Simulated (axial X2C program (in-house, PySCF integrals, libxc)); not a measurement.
# A two-component session on IFe⁻: properties at the nuclei

Wanted for IFe⁻: properties at the nuclei, at the two-component level.

Method: two-component X2C with atomic mean-field terms, I dyall-acv3z, Fe dyall-acv3z; program: an in-house X2C program for linear molecules on PySCF integrals.

All values are calculated.

**1. Input**

The input, task.json:

```json
{"zs": [53, 26], "q": -1, "bas": ["dyall-acv3z", "dyall-acv3z"], "r0": 2.49, "levels": ["PBE0", "HF", "TPSSh", "r2SCAN", "PBE"], "nst": 3}
```

Keys: zs atomic numbers; q charge; bas basis sets; r0 starting distance in Å; levels methods (HF also brings MP2); nst determinants followed.

Command:

```console
$ python soeom.py task.json out
```

After this run come: Expectation values, lowest determinant; Expectation values, a higher determinant; Expectation values, a higher determinant.

**Question.** What will these runs give? Wanted: lowest determinant; Eeff magnitude; Ws magnitude I; A∥/gI I; qzz I; higher determinant (for each run or level that gives them).

The runs gave:

| quantity | value |
| --- | --- |
| lowest determinant | Ω = 4 (excess of +ω over −ω: ω = 3/2, ω = 5/2) |
| Eeff magnitude (GV/cm), PBE0 | 2.07 |
| Ws magnitude I (kHz), PBE0 | 0.289 |
| A∥/gI I (MHz), PBE0 | 23.7 |
| qzz I (a.u.), PBE0 | 1.95 |
| higher determinant | Ω = 3 (excess of +ω over −ω: ω = 1/2, ω = 5/2) |
| Eeff magnitude (GV/cm), PBE0, higher determinant | 1.44 |
| Ws magnitude I (kHz), PBE0, higher determinant | 0.287 |
| A∥/gI I (MHz), PBE0, higher determinant | 37.2 |
| qzz I (a.u.), PBE0, higher determinant | 1.48 |
| higher determinant | Ω = 2 (excess of +ω over −ω: ω = -1/2, ω = 5/2) |
| Eeff magnitude (GV/cm), PBE0, higher determinant | 0.464 |
| Ws magnitude I (kHz), PBE0, higher determinant | 0.147 |
| A∥/gI I (MHz), PBE0, higher determinant | 8.15 |
| qzz I (a.u.), PBE0, higher determinant | 0.78 |

In the first state, the effective field runs from 1.66 to 2.91 GV/cm over the mean-field levels. The expectation values come from single determinants, which for open shells can mix terms of unlike spin or miss the lowest Ω, so a determinant need not be a state. Eeff is the effective electric field on the electron dipole moment in this Ω state and Ws the scalar–pseudoscalar constant (defined with the proton number Z and per Ω); A∥ is the parallel hyperfine constant, which follows by multiplying with the nuclear g factor gI = μI/(I μN); qzz is the electric field gradient, eQq0 = 234.96 MHz × Q/barn × qzz. The operators were transformed with the bare-nucleus X2C matrices.
